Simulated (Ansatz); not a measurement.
# B2H6OSi: a dynamics run in two tries

Aim: a short trajectory for this system. SMILES of the start: BO[SiH2]B.

Program: Ansatz 0.2.0. Level of theory: RKS revPBE-D4/6-31G*. These are calculated values, not measurements.

## Step 1: The structure to begin with

Bond lengths: B1–O2 1.365 Å, O2–Si3 1.709 Å, Si3–B4 2.015 Å, B1–H5 1.215 Å, B1–H6 1.209 Å, Si3–H7 1.508 Å, Si3–H8 1.504 Å, B4–H9 1.208 Å, B4–H10 1.205 Å. Angles: B1–O2–Si3 128.4°, O2–B1–H5 120.5°, O2–B1–H6 117.4°, H5–B1–H6 122.2°, O2–Si3–B4 113.0°, O2–Si3–H7 109.6°, O2–Si3–H8 106.3°, B4–Si3–H7 110.3°, B4–Si3–H8 109.5°, H7–Si3–H8 107.9°, Si3–B4–H9 118.4°, Si3–B4–H10 123.9°, H9–B4–H10 117.7°.

Coordinates:

```xyz
10

B    -1.5672    1.3308    0.6641
O    -0.2639    1.1100    0.3250
Si    0.3753   -0.0857   -0.7149
B     1.5365   -1.4255    0.2431
H    -2.4514    0.6443    0.1915
H    -1.7946    2.2259    1.4449
H    -0.7508   -0.7884   -1.4304
H     1.1948    0.6431   -1.7447
H     2.0626   -2.2974   -0.4058
H     1.7418   -1.4083    1.4301
```

## Step 2: First attempt

Input file input.yaml:

```yaml
crystal:
  periodic: [false, false, false]
  atoms:
    - { symbol: B, position_ang: [-1.56722, 1.330758, 0.664107] }
    - { symbol: O, position_ang: [-0.263947, 1.110014, 0.325031] }
    - { symbol: Si, position_ang: [0.375323, -0.085729, -0.714851] }
    - { symbol: B, position_ang: [1.536511, -1.425486, 0.243115] }
    - { symbol: H, position_ang: [-2.451378, 0.644346, 0.191498] }
    - { symbol: H, position_ang: [-1.794581, 2.225913, 1.444872] }
    - { symbol: H, position_ang: [-0.750825, -0.788354, -1.430423] }
    - { symbol: H, position_ang: [1.194778, 0.643066, -1.744743] }
    - { symbol: H, position_ang: [2.062626, -2.297404, -0.405791] }
    - { symbol: H, position_ang: [1.741813, -1.408324, 1.430085] }
basis:
  gaussian: { orbitals: "6-31G*" }
hamiltonian:
  xc: revpbe
  dispersion: d4
md:
  timestep: 0.5
  n_steps: 25
  ensemble: NVE
  temperature: 700.0
  initial_velocities: maxwell_boltzmann
  seed: 942872
  masses: [{ species: H, mass: 10.0 }]
scf:
  lower_state_search: "off"
```

Started as:

```bash
$ ansatz run input.yaml --threads 1 --pin off --max-ram 2048MiB --backend cpu --events-out ev --progress --plain --runs-dir out
```

Q: Predict the outcome of this session. Wanted: first try.

**Answer**, as computed:

```
 quantity                                                                              value
first try                                                                            refused
    cause  the word typed for the ensemble or optimiser is not among those the program lists
```

**Reading.** The fault in the first input was caught at the input check and cost nothing.
